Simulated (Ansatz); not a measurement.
# C₂H₄GaN: how energies converge with the basis set

The task here is to estimate one member of a computed series from the others.

Program: Ansatz 0.2.0, Gaussian basis. Level of theory: one geometry, several basis sets. These are calculated values, not measurements.

Plan: PBE0-D4/def2-SVP; ωB97M-V/def2-SVP; PBE0-D4/def2-QZVPP; ωB97M-V/def2-QZVPP; the functionals' def2-TZVPP values are taken from earlier runs.

## The geometry

All runs share one geometry, relaxed beforehand with PBE0-D4 in a triple-zeta def2 set.

SMILES `N=C=[CH][GaH2]`, 8 atoms, charge 0, spin multiplicity 1.

Atoms are counted from 1 here; the program's logs count them from 0.

Bond lengths: N1–C2 1.214 Å, N1–H5 1.014 Å, C2–C3 1.309 Å, C3–Ga4 1.931 Å, C3–H6 1.084 Å, Ga4–H7 1.565 Å, Ga4–H8 1.565 Å. Angles: C2–N1–H5 119.2°, N1–C2–C3 173.8°, C2–C3–Ga4 119.1°, C2–C3–H6 118.2°, Ga4–C3–H6 122.7°, C3–Ga4–H7 118.3°, C3–Ga4–H8 118.1°, H7–Ga4–H8 123.7°.

The first run:

in.yaml reads:

```yaml
crystal:
  periodic: [false, false, false]
  atoms:
    - {symbol: N, position_ang: [0.336931, 2.061676, -0.854554]}
    - {symbol: C, position_ang: [0.365594, 1.114943, -0.095964]}
    - {symbol: C, position_ang: [0.472338, 0.025698, 0.622840]}
    - {symbol: Ga, position_ang: [-0.381349, -1.593632, 0.007208]}
    - {symbol: H, position_ang: [-0.411434, 2.740572, -0.770248]}
    - {symbol: H, position_ang: [1.040500, 0.073935, 1.545156]}
    - {symbol: H, position_ang: [-0.231943, -2.886448, 0.876279]}
    - {symbol: H, position_ang: [-1.190637, -1.536754, -1.330727]}
basis:
  gaussian: {orbitals: def2-SVP}
hamiltonian: {xc: pbe0, dispersion: d4}
output: {orbitals: {seedname: orbitals}}
```

The run is started by

```sh
$ ansatz run in.yaml --threads 2 --pin off --events-out ev --progress --plain --max-ram 4352MiB
```

Among the steps run: PBE0-D4 in def2-SVP; ωB97M-V in def2-SVP; PBE0-D4 in def2-QZVPP; ωB97M-V in def2-QZVPP.

One of the session's tables, all rows but one given; the rest of the session is left out.

It belongs to the step «Functionals by basis». 

```
functional       basis  HOMO (eV)  LUMO (eV)
   PBE0-D4    def2-SVP      -7.01      -1.43
   PBE0-D4  def2-TZVPP      -7.13      -1.51
   PBE0-D4  def2-QZVPP      -7.15      -1.55
   ωB97M-V    def2-SVP          ?          ?
   ωB97M-V  def2-TZVPP      -9.25       0.20
   ωB97M-V  def2-QZVPP      -9.27       0.03
```

Estimate the missing values for ωB97M-V, def2-SVP.

The run gave: HOMO (eV): -9.10; LUMO (eV): 0.31. In the column «HOMO (eV)» it lies between ωB97M-V, def2-TZVPP (-9.25) and PBE0-D4, def2-QZVPP (-7.15).
